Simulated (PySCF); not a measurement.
# From one method to the next for SnB (quartet)

Aim: see what other functionals and later steps give for SnB (quartet).

Program: PySCF 2.14.0. Level of theory: each script names its method and basis. These are calculated values, not measurements.

## (1) The starting structure

SnB (quartet): 2 atoms, charge 0, spin multiplicity 4.

Bond lengths: Sn1–B2 2.273 Å.

## (2) The run that the others are compared with

Contents of input.py:

```python
from pyscf import gto, dft, tdscf

mol = gto.M(
    atom='Sn 0 0 0; B 0 0 2.273',
    basis='def2-svp',
    ecp={'Sn': 'def2-svp'},
    charge=0,
    spin=3,
    symmetry=True,
    verbose=4,
)
mf = dft.UKS(mol, xc='x3lyp')
mf.kernel()
td = tdscf.TDA(mf)
td.nstates = 8
td.kernel()
td.analyze(verbose=3)
mf.dip_moment()
print('orbital energies (hartree):', [e[max(0, n-3):n+3].round(4) for e, n in zip(mf.mo_energy, mol.nelec)])
```

Command:

```bash
> python input.py
```

## (3) Number of roots 10

Variant 1 changes number of roots: 8 → 10.

input.py, as its differences from that of step 2:

```diff
@@ -14,3 +14,3 @@
 td = tdscf.TDA(mf)
-td.nstates = 8
+td.nstates = 10
 td.kernel()
```

## (4) Revpbe

Variant 2 changes functional: x3lyp → revpbe.

input.py, as its differences from that of step 2:

```diff
@@ -11,3 +11,3 @@
 )
-mf = dft.UKS(mol, xc='x3lyp')
+mf = dft.UKS(mol, xc='revpbe')
 mf.kernel()
```

## (5) Pbe0

Variant 3 changes functional: x3lyp → pbe0.

input.py, as its differences from that of step 2:

```diff
@@ -11,3 +11,3 @@
 )
-mf = dft.UKS(mol, xc='x3lyp')
+mf = dft.UKS(mol, xc='pbe0')
 mf.kernel()
```

## (6) Wb97

Variant 4 changes functional: x3lyp → wb97.

input.py, as its differences from that of step 2:

```diff
@@ -11,3 +11,3 @@
 )
-mf = dft.UKS(mol, xc='x3lyp')
+mf = dft.UKS(mol, xc='wb97')
 mf.kernel()
```

**Question.** What will these runs give? Wanted: for each run, E(SCF); from base; gap, α spin; dipole; after the SCF.

As calculated:

```
               run  E(SCF) (hartree)  from base (eV)  cycles  gap, α spin (eV)  dipole (D)             after the SCF
              base       -238.972962               0      13              3.67        1.45  first excitation 2.07 eV
number of roots 10       -238.972962          0.0000      13              3.67        1.45  first excitation 2.07 eV
            revpbe       -239.026695  not comparable      12              2.44        1.57  first excitation 2.26 eV
              pbe0       -238.944931  not comparable      13              3.91        1.46  first excitation 2.10 eV
              wb97       -238.979489  not comparable      13              7.97        1.61  first excitation 1.88 eV
```

The α-spin gap between the frontier levels is 2.4 eV with revpbe (0 % exact exchange) and 3.9 eV with pbe0 (25 %): exact exchange opens it. Total energies of different functionals can't be compared with each other; differences within one functional can.
